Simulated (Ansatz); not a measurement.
**C₂H₆Br₂GaN: basis-set convergence**

Aim: see how fast density functionals converge with the basis set for C₂H₆Br₂GaN.

Program: Ansatz 0.2.0, Gaussian basis. Level of theory: one geometry, several basis sets. These are calculated values, not measurements.

Levels to be run: PBE0-D4/def2-SVP; ωB97M-V/def2-SVP; PBE0-D4/def2-QZVPP; ωB97M-V/def2-QZVPP; the functionals' def2-TZVPP values are taken from earlier runs.

## 1. The geometry

The geometry comes from an earlier relaxation with PBE0-D4 in a triple-zeta def2 set; it is a stationary point, not always the lowest conformer.

SMILES `C[N](C)[Ga]([Br])[Br]`, 12 atoms, charge 0, spin multiplicity 1.

Atoms are counted from 1 here; the program's logs count them from 0.

Bond lengths: C1–N2 1.442 Å, C1–H7 1.098 Å, C1–H8 1.098 Å, C1–H9 1.091 Å, N2–C3 1.442 Å, N2–Ga4 1.800 Å, C3–H10 1.091 Å, C3–H11 1.098 Å, C3–H12 1.098 Å, Ga4–Br5 2.274 Å, Ga4–Br6 2.274 Å. Angles: N2–C1–H7 111.1°, N2–C1–H8 111.1°, N2–C1–H9 110.9°, H7–C1–H8 107.6°, H7–C1–H9 108.0°, H8–C1–H9 108.0°, C1–N2–C3 114.1°, C1–N2–Ga4 123.0°, C3–N2–Ga4 123.0°, N2–C3–H10 110.9°, N2–C3–H11 111.1°, N2–C3–H12 111.1°, H10–C3–H11 108.0°, H10–C3–H12 108.0°, H11–C3–H12 107.6°, N2–Ga4–Br5 120.3°, N2–Ga4–Br6 120.3°, Br5–Ga4–Br6 119.4°.

## 2. PBE0-D4 in def2-SVP

in.yaml reads:

```yaml
crystal:
  periodic: [false, false, false]
  atoms:
    - {symbol: C, position_ang: [-0.552017, -0.732962, 1.118946]}
    - {symbol: N, position_ang: [0.004127, -0.007723, 0.003722]}
    - {symbol: C, position_ang: [1.255133, -0.538691, -0.477986]}
    - {symbol: Ga, position_ang: [-0.792773, 1.433651, -0.722758]}
    - {symbol: Br, position_ang: [0.166412, 2.509442, -2.481246]}
    - {symbol: Br, position_ang: [-2.766846, 2.193865, 0.110740]}
    - {symbol: H, position_ang: [0.134742, -0.728918, 1.976262]}
    - {symbol: H, position_ang: [-0.744293, -1.781340, 0.853419]}
    - {symbol: H, position_ang: [-1.495393, -0.289191, 1.441455]}
    - {symbol: H, position_ang: [1.629155, 0.046709, -1.319608]}
    - {symbol: H, position_ang: [1.141336, -1.578633, -0.812872]}
    - {symbol: H, position_ang: [2.020426, -0.526209, 0.309927]}
basis:
  gaussian: {orbitals: def2-SVP}
hamiltonian: {xc: pbe0, dispersion: d4}
output: {orbitals: {seedname: orbitals}}
```

Command:

```bash
$ ansatz run in.yaml --threads 2 --pin off --events-out ev --progress --plain --max-ram 22528MiB --backend cpu
```

The runs that follow: ωB97M-V in def2-SVP; PBE0-D4 in def2-QZVPP; ωB97M-V in def2-QZVPP.

Before running them: what should the planned runs give, taken together? Wanted: PBE0-D4: double and triple zeta above quadruple; ωB97M-V: double and triple zeta above quadruple.

The runs gave:

| quantity | value |
| --- | --- |
| PBE0-D4: double and triple zeta above quadruple | 31.97, 4.25 eV |
| ωB97M-V: double and triple zeta above quadruple | 31.89, 4.10 eV |

**Reading.** For PBE0-D4 the step from double to triple zeta gains 27.72 eV and the next only 4.25 eV. These are total energies; as a rule much of such shifts cancels in differences, which this series doesn't test.
